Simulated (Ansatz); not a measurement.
# InAs: the crystal squeezed far

The task here is to estimate one member of a computed series from the others.

Computed with Ansatz 0.2.0 (DFT PBEsol, with the methods named in each step, unless a step's input says otherwise).

## The structure to begin with

The structure is cubic, space group F-43m (No. 216). The conventional cell has a = 6.214 Å, b = 6.214 Å, c = 6.214 Å, α = 90.00°, β = 90.00°, γ = 90.00°. Around In (site symmetry -43m) lie 4 As at 2.69 Å. As (site symmetry -43m) is surrounded by 4 In at 2.69 Å.

Coordinates:

```
CELL_PARAMETERS angstrom
0.00000 3.10723 3.10723
3.10723 0.00000 3.10723
3.10723 3.10723 0.00000
ATOMIC_POSITIONS crystal
In 0.00000 0.00000 0.00000
As 0.25000 0.25000 0.25000
```

Whether this phase is the stable one at these pressures isn't tested.

Atoms are numbered in the order of the input: In1, As2.

Set-up of the first run:

The input, input.yaml:

```yaml
crystal:
  lattice:
    - [0.0, 3.107232506, 3.107232506]
    - [3.107232506, 0.0, 3.107232506]
    - [3.107232506, 3.107232506, 0.0]
  atoms:
    - { symbol: In, position: [0.0, 0.0, 0.0] }
    - { symbol: As, position: [0.25, 0.25, 0.25] }
kpoints:
  mp_grid: { grid: [11, 11, 11] }
scf:
  occupations: { method: fermi_dirac, width: 0.08 }
hamiltonian:
  xc: pbesol
  pseudopotentials: { kind: paw }
output:
  forces: true
  stress: true
relax:
  f_tol: 0.005
  max_steps: 40
  cell: {}
```

Launch:

```sh
ansatz run input.yaml --threads 1 --pin off --max-ram 2048MiB --backend cpu --events-out ev --progress --plain --runs-dir out
```

Among the steps run: Cell relaxed at zero pressure, PAW; Volume scaled by 1, PAW; Volume scaled by 0.94, PAW; Volume scaled by 0.88, PAW; Volume scaled by 0.8, PAW; Volume scaled by 0.72, PAW; Volume scaled by 0.64, PAW; Volume scaled by 0.55, PAW; Volume scaled by 0.55, PAW (level accurate).

One of the session's tables, all rows but one given; the rest of the session is left out.

```
              method  volume over the first  volume (Å³/atom)  pressure (GPa)
                 PAW                      1            28.199           -0.01
                 PAW                   0.94            26.507            3.98
                 PAW                   0.88            24.815            9.60
                 PAW                    0.8            22.559           20.93
                 PAW                   0.72            20.303           39.27
                 PAW                   0.64                 ?               ?
                 PAW                   0.55            15.509          131.04
PAW (level accurate)                   0.55            15.509          130.97
```

**Question.** Estimate the row for PAW, 0.64.

The run gave: volume (Å³/atom): 18.047; pressure (GPa): 69.68. In the column «volume (Å³/atom)» it lies between PAW (level accurate), 0.55 (15.509) and PAW, 0.72 (20.303).
